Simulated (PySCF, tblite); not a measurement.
# C₆H₉ClO₃: geometry, infrared bands and NMR shifts

Wanted: the infrared bands and NMR shifts of C₆H₉ClO₃ (`CCC(=O)OC(=O)CCCl`), by calculation.

The runs use tblite 0.8.0 and PySCF 2.14.0, with density-fitted response routines of our own; the level of theory stands in each step. All values are computed, except where a source is named. Atoms count from 0, in the outputs and in this text.

### 1 The molecule as given

19 atoms, charge 0, multiplicity 1; geometry from: force field or distance geometry start.

Bonds of the start (Å): C0–C1 1.54, C1–C2 1.51, C2–O3 1.20, C2–O4 1.37, O4–C5 1.36, C5–O6 1.22, C5–C7 1.50, C7–C8 1.52, C8–Cl9 1.79, C0–H10 1.09, C0–H11 1.08, C0–H12 1.10, C1–H13 1.09, C1–H14 1.10, C7–H15 1.09, C7–H16 1.10, C8–H17 1.10, C8–H18 1.10.

### 2 Relaxing the molecule with GFN2-xTB

What the job is given:

```
{"job": {"kind": "relax", "xc": "GFN2-xTB", "basis": "xTB"}, "charge": 0, "multiplicity": 1}
C      3.680900    -0.339500     0.084000
C      2.323600    -0.045700    -0.572400
C      1.186700    -0.213200     0.412100
O      1.309500    -0.523700     1.569900
O      0.022500     0.064200    -0.251400
C     -1.148200    -0.019200     0.432300
O     -1.305800    -0.312500     1.603800
C     -2.267500     0.331300    -0.498000
C     -3.601200     0.245400     0.221500
Cl    -4.934900     0.657000    -0.892900
H      3.709900    -1.362700     0.468500
H      4.476400    -0.215800    -0.641100
H      3.853200     0.345300     0.932400
H      2.179500    -0.742800    -1.400500
H      2.318800     0.985900    -0.939800
H     -2.111300     1.342100    -0.870500
H     -2.254400    -0.377200    -1.336100
H     -3.797000    -0.763800     0.605700
H     -3.650400     0.953900     1.064900
```

Launch:

```console
$ OMP_NUM_THREADS=1 python probes_run.py task.json out
```

The driver reads the jobs from task.json and runs them one after another.

**Question.** This job is followed by: GFN2-xTB harmonic vibrations, gas phase; GIAO PBE0/pcSseg-1 NMR shielding, non-relativistic, gas phase. What will the session give for the following? strongest single infrared mode (GFN2-xTB); zero-point energy (GFN2-xTB); ¹³C shifts against TMS (PBE0/pcSseg-1); ¹H shifts against TMS (PBE0/pcSseg-1, means over atoms taken as alike); ¹⁷O shifts against H2O (PBE0/pcSseg-1); ³⁵Cl shifts against HCl (PBE0/pcSseg-1); surface potential, 1st and 99th percentile.

**Answer**, as computed:

```
                                                              quantity                                    value
                             strongest single infrared mode (GFN2-xTB)                    1004 cm⁻¹, 991 km/mol
                                          zero-point energy (GFN2-xTB)                            89.4 kcal/mol
                                ¹³C shifts against TMS (PBE0/pcSseg-1)  174.1, 171.5, 44.5, 42.6, 31.8, 9.9 ppm
¹H shifts against TMS (PBE0/pcSseg-1, means over atoms taken as alike)               3.76, 2.70, 2.38, 1.17 ppm
                                ¹⁷O shifts against H2O (PBE0/pcSseg-1)                  486.8, 483.4, 308.7 ppm
                               ³⁵Cl shifts against HCl (PBE0/pcSseg-1)                                   72 ppm
                                 surface potential, 1st and 99th percentile                       -1.83 V and 1.28 V
```

In words: Over 41 steps the energy fell by 0.127 eV; of the close pairs, C5–O6 changed most, 1.218 to 1.189 Å. The lowest mode is imaginary (21i cm⁻¹), so the xTB geometry is not a minimum. The strongest single mode, at 1004 cm⁻¹, moves mainly C2 and O4. Unscaled tight-binding wavenumbers are off by several per cent, some by more. Its intensities can rank the bands wrongly. H17, H18 (mean) (hydrogen on an sp3 CH2 bonded to Cl) lies farthest downfield among hydrogen, at 3.76 ppm; its carbon carries Cl, which withdraws density. By nearest atom (PBE0/pcSseg-1), the HOMO sits on O3, O6 about 32 % each; O4 7 % and the LUMO on C2, C5 about 25 % each; O3, O6 about 17 % each.
